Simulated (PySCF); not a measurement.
# TaS(CH2SiH3)3: geometry, NMR shifts and electronic excitations

What NMR shifts and electronic excitations should TaS(CH2SiH3)3 (`[SiH3][CH2][Ta](=[S])([CH2][SiH3])[CH2][SiH3]`) show?

Computed with PySCF 2.14.0, with density-fitted response routines of our own, on a single molecule in the gas phase. Atoms are numbered from 0 throughout.

## (1) The starting structure

23 atoms, charge 0, multiplicity 1; geometry from: GFN2-xTB. The atoms were then displaced at random by about 0.03 Å, so the start is not that level's minimum.

Bonds of the start (Å): Ta0–S1 2.23, Ta0–C2 2.14, Ta0–C9 2.34, Ta0–C16 2.22, C2–Si3 2.01, C2–H4 1.12, C2–H5 1.08, Si3–H6 1.49, Si3–H7 1.46, Si3–H8 1.35, C9–Si10 1.91, C9–H11 1.12, C9–H12 1.17, Si10–H13 1.48, Si10–H14 1.44, Si10–H15 1.51, C16–Si17 1.90, C16–H18 1.10, C16–H19 1.10, Si17–H20 1.48, Si17–H21 1.43, Si17–H22 1.45.

## (2) Geometry optimisation at PBE0-D3(BJ)/def2-SVP

Job settings and geometry (Å):

```
{"job": {"xc": "PBE0", "basis": "def2-SVP", "d3": "d3bj", "grid": 1, "maxiter": 40, "shake": 0.03, "kind": "geom"}, "charge": 0, "multiplicity": 1}
Ta     0.037320    -0.051460     0.023330
S      0.075950     0.043520     2.248410
C      2.051570    -0.352810    -0.647520
Si     3.408440     0.891830     0.169590
H      2.395820    -1.382820    -0.373060
H      2.176520    -0.261910    -1.720920
H      2.889500     2.250310    -0.135040
H      3.411960     0.682610     1.611540
H      4.646450     0.726210    -0.333320
C     -0.830690     2.067560    -0.470620
Si    -2.513680     2.390000     0.370670
H     -0.089200     2.842680    -0.164610
H     -1.021940     2.197790    -1.616530
H     -3.482810     1.344150    -0.030770
H     -2.332830     2.404730     1.799180
H     -3.037920     3.723040    -0.096940
C     -1.436100    -1.650520    -0.409450
Si    -0.752340    -3.311370     0.218990
H     -2.401170    -1.523700     0.108940
H     -1.724510    -1.721370    -1.463630
H      0.498110    -3.575770    -0.535130
H     -0.490300    -3.351480     1.623000
H     -1.620890    -4.391560    -0.197840
```

Launch:

```
$ OMP_NUM_THREADS=1 python probes_run.py task.json out
```

One launch serves the whole session: the jobs run in the order shown.

**Question.** This job is followed by: GIAO PBE0/pcSseg-1 Ta:def2-TZVP NMR shielding, non-relativistic, gas phase; TDDFT CAM-B3LYP/def2-SVPD, vertical, gas phase, core orbitals frozen in the response; GIAO B3LYP/pcSseg-1 Ta:def2-TZVP NMR shielding, non-relativistic, gas phase. Predict these results of the whole session: point group; rotational constants (main isotopes); 13C shifts against TMS (PBE0/def2-TZVP+pcSseg-1, means over atoms taken as alike); 1H shifts against TMS (PBE0/def2-TZVP+pcSseg-1, means over atoms taken as alike); 33S shifts against CS2 (PBE0/def2-TZVP+pcSseg-1); 29Si shifts against TMS (PBE0/def2-TZVP+pcSseg-1, means over atoms taken as alike); surface potential, 1st and 99th percentile; lowest singlet (CAM-B3LYP/def2-SVPD); brightest single state of those computed; lowest triplet; range of the shift of S1.

The runs gave:

| quantity | value |
| --- | --- |
| point group | C1 |
| rotational constants (main isotopes) | 0.63, 0.61, 0.40 GHz |
| 13C shifts against TMS (PBE0/def2-TZVP+pcSseg-1, means over atoms taken as alike) | 45.3 ppm |
| 1H shifts against TMS (PBE0/def2-TZVP+pcSseg-1, means over atoms taken as alike) | 4.33, 1.33 ppm |
| 33S shifts against CS2 (PBE0/def2-TZVP+pcSseg-1) | 1044 ppm |
| 29Si shifts against TMS (PBE0/def2-TZVP+pcSseg-1, means over atoms taken as alike) | -69.8 ppm |
| surface potential, 1st and 99th percentile | -0.78 V and 1.79 V |
| lowest singlet (CAM-B3LYP/def2-SVPD) | 4.07 eV (305 nm), f = 0.000 |
| brightest single state of those computed | state 4, 4.75 eV, f = 0.016 |
| lowest triplet | 3.63 eV |
| range of the shift of S1 | 1044 to 1068 ppm |

**Reading.** The start was shaken at random, so part of the energy gained undoes that. Relaxing lowered the energy by 1.182 eV in 32 steps; the close pair that moved most is Ta0–C9, from 2.343 to 2.130 Å. At PBE0/def2-TZVP+pcSseg-1: The largest span, 1709 ppm, is at S1, where the paramagnetic term is -1613 ppm. At PBE0/def2-TZVP+pcSseg-1, counted by nearest atom on the grid, the HOMO lies on S1 62 %; Ta0 11 %, the LUMO on Ta0 59 %; S1 12 %. The lowest singlet, at 4.07 eV, is HOMO→LUMO 0.48, HOMO−1→LUMO+1 0.44 and is dark; of the 10 states computed, the strongest absorption comes from state 4 at 4.75 eV. The lowest triplet lies 0.44 eV below the lowest singlet (triplets in Tamm-Dancoff, singlets in full TDDFT). Spin-orbit coupling, left out, mixes singlets and triplets in elements this heavy. In ppm, S1 moves most: its shift spreads over 25 ppm, from 1044 (PBE0/def2-TZVP+pcSseg-1) to 1068 (B3LYP/def2-TZVP+pcSseg-1). Spin-orbit coupling is left out, which matters for shieldings and couplings at and beside the heavy atoms.
